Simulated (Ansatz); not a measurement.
# CH9GePSi: one species, many methods

An exercise on one series of results from a longer session: the logs are not shown, and one member is left open.

The runs use Ansatz 0.2.0, Gaussian basis; functionals in def2-TZVPP, the program's frozen cores in correlated methods.

The runs, in order: PBE-D4, r2SCAN-D4, PBE0-D4, B3LYP-D4, ωB97X-V, ωB97M-V, B2PLYP; CCSD(T)/def2-TZVPP; MP2/def2-QZVPP; extrapolation to the limit.

## The relaxed structure

The geometry comes from an earlier relaxation with PBE0-D4 in a triple-zeta def2 set; it is a stationary point, not always the lowest conformer.

SMILES `[CH3][GeH2][SiH2]P`, 13 atoms, charge 0, spin multiplicity 1.

Atoms are counted from 1 here; the program's logs count them from 0.

Bond lengths: C1–Ge2 1.959 Å, C1–H5 1.091 Å, C1–H6 1.091 Å, C1–H7 1.091 Å, Ge2–Si3 2.382 Å, Ge2–H8 1.542 Å, Ge2–H9 1.542 Å, Si3–P4 2.260 Å, Si3–H10 1.490 Å, Si3–H11 1.488 Å, P4–H12 1.421 Å, P4–H13 1.421 Å. Angles: Ge2–C1–H5 110.3°, Ge2–C1–H6 110.3°, Ge2–C1–H7 110.2°, H5–C1–H6 108.7°, H5–C1–H7 108.7°, H6–C1–H7 108.6°, C1–Ge2–Si3 110.6°, C1–Ge2–H8 109.6°, C1–Ge2–H9 109.6°, Si3–Ge2–H8 109.6°, Si3–Ge2–H9 109.6°, H8–Ge2–H9 107.8°, Ge2–Si3–P4 108.5°, Ge2–Si3–H10 109.8°, Ge2–Si3–H11 110.6°, P4–Si3–H10 112.5°, P4–Si3–H11 107.4°, H10–Si3–H11 108.0° and more.

Set-up of the first run:

File in.yaml:

```yaml
crystal:
  periodic: [false, false, false]
  atoms:
    - {symbol: C, position_ang: [-1.796542, 0.257012, 0.956285]}
    - {symbol: Ge, position_ang: [-0.521237, -1.174929, 0.552984]}
    - {symbol: Si, position_ang: [1.515620, -0.271471, -0.288924]}
    - {symbol: P, position_ang: [1.054930, 0.920892, -2.153121]}
    - {symbol: H, position_ang: [-1.373863, 0.943745, 1.690523]}
    - {symbol: H, position_ang: [-2.036194, 0.816323, 0.051176]}
    - {symbol: H, position_ang: [-2.718279, -0.163119, 1.360189]}
    - {symbol: H, position_ang: [-1.131530, -2.131849, -0.490423]}
    - {symbol: H, position_ang: [-0.237372, -1.990893, 1.830693]}
    - {symbol: H, position_ang: [2.177142, 0.548530, 0.765011]}
    - {symbol: H, position_ang: [2.450559, -1.362458, -0.677623]}
    - {symbol: H, position_ang: [2.280087, 1.640034, -2.141532]}
    - {symbol: H, position_ang: [0.357080, 1.933386, -1.440337]}
basis:
  gaussian: {orbitals: def2-TZVPP}
hamiltonian: {xc: pbe, dispersion: d4}
output: {forces: true, orbitals: {seedname: orbitals}}
```

Launch:

```
$ ansatz run in.yaml --threads 4 --pin off --events-out ev --progress --plain --max-ram 10444MiB
```

Steps of the session up to this table: PBE-D4 (GGA); r2SCAN-D4 (meta-GGA); PBE0-D4 (hybrid); B3LYP-D4 (hybrid); ωB97X-V (range-separated); ωB97M-V (range-separated); B2PLYP (double hybrid); CCSD(T) in def2-TZVPP; MP2 in def2-QZVPP.

One table of the session follows, with a row left open; its other results are not shown here.

```
            method  atomisation energy (eV)
            PBE-D4                   40.993
         r2SCAN-D4                   41.091
           PBE0-D4                   40.808
          B3LYP-D4                   41.075
           ωB97X-V                   41.479
           ωB97M-V                   41.091
            B2PLYP                   40.437
     HF/def2-TZVPP                   30.395
    MP2/def2-TZVPP                   39.745
   CCSD/def2-TZVPP                   39.751
CCSD(T)/def2-TZVPP                        ?
           MP2/CBS                   40.685
       CCSD(T)/CBS                   41.129
```

Q: Estimate the row for CCSD(T)/def2-TZVPP from the others.

As computed: atomisation energy (eV): 40.189. In the column «atomisation energy (eV)» it lies between CCSD/def2-TZVPP (39.751) and B2PLYP (40.437).
